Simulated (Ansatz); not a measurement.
# MoSi2: the cost of one run

Method: DFT r²SCAN, scalar-relativistic, plane waves, PAW, in Ansatz 0.2.0.

### 1 The starting structure

It takes space group I4/mmm (No. 139, tetragonal). The conventional cell has a = 3.202 Å, b = 3.202 Å, c = 7.817 Å, α = 90.00°, β = 90.00°, γ = 90.00°. Si (site symmetry 4mm) has 5 Si at 2.58 to 2.63 Å and 5 Mo at 2.60 to 2.62 Å as nearest neighbours. Mo (site symmetry 4/mmm) has 10 Si at 2.60 to 2.62 Å as nearest neighbours.

Structure file:

```cif
data_structure
_symmetry_space_group_name_H-M 'I4/mmm'
_symmetry_Int_Tables_number 139
_cell_length_a 3.2021
_cell_length_b 3.2021
_cell_length_c 7.8168
_cell_angle_alpha 90.000
_cell_angle_beta 90.000
_cell_angle_gamma 90.000
_cell_volume 80.15
loop_
_atom_site_label
_atom_site_type_symbol
_atom_site_symmetry_multiplicity
_atom_site_Wyckoff_symbol
_atom_site_fract_x
_atom_site_fract_y
_atom_site_fract_z
_atom_site_occupancy
Si1 Si 4 e 0.00000 0.00000 0.33528 1
Mo1 Mo 2 a 0.00000 0.00000 0.00000 1
```

An earlier run at r²SCAN left this cell at 13.358 Å³/atom and 0.00 GPa (14×14×14 mesh).

The changes: atom 3 (Mo) moved 0.2 Å along z; strain e1 = +0.02, atoms carried along; all atoms moved at random (σ = 0.1 Å), cell strained at random (1 %).

### 2 Atom 3 (Mo) moved 0.2 Å along z

File input.yaml:

```yaml
crystal:
  lattice:
    - [-1.6010447289, 1.6010447289, 3.9083925469]
    - [1.6010447289, -1.6010447289, 3.9083925469]
    - [1.6010447289, 1.6010447289, -3.9083925469]
  atoms:
    - { symbol: Si, position: [0.3352808695, 0.3352808695, 0.0] }
    - { symbol: Si, position: [0.6647191305, 0.6647191305, 0.0] }
    - { symbol: Mo, position: [0.0255859663, 0.0255859663, 0.0] }
basis:
  ecutwfc: 500
  ecutrho_ratio: 4
kpoints:
  mp_grid: { grid: [14, 14, 14] }
hamiltonian:
  xc: r2scan
scf:
  occupations: { method: gaussian, width: 0.05 }
output:
  forces: true
  stress: true
  eigenvalues: true
  write_density: true
  write_potential: true
  elf: true
  volumetric_format: npy
```

The run is started by

```sh
$ ansatz run input.yaml --threads 4 --pin off --max-ram 7168MiB --backend cpu --events-out ev --progress --plain --runs-dir out
```

Q: Estimate wall time and peak memory on 4 threads of Arm Neoverse V2, shared host.

About 11 s, with a peak of 0.72 GiB.
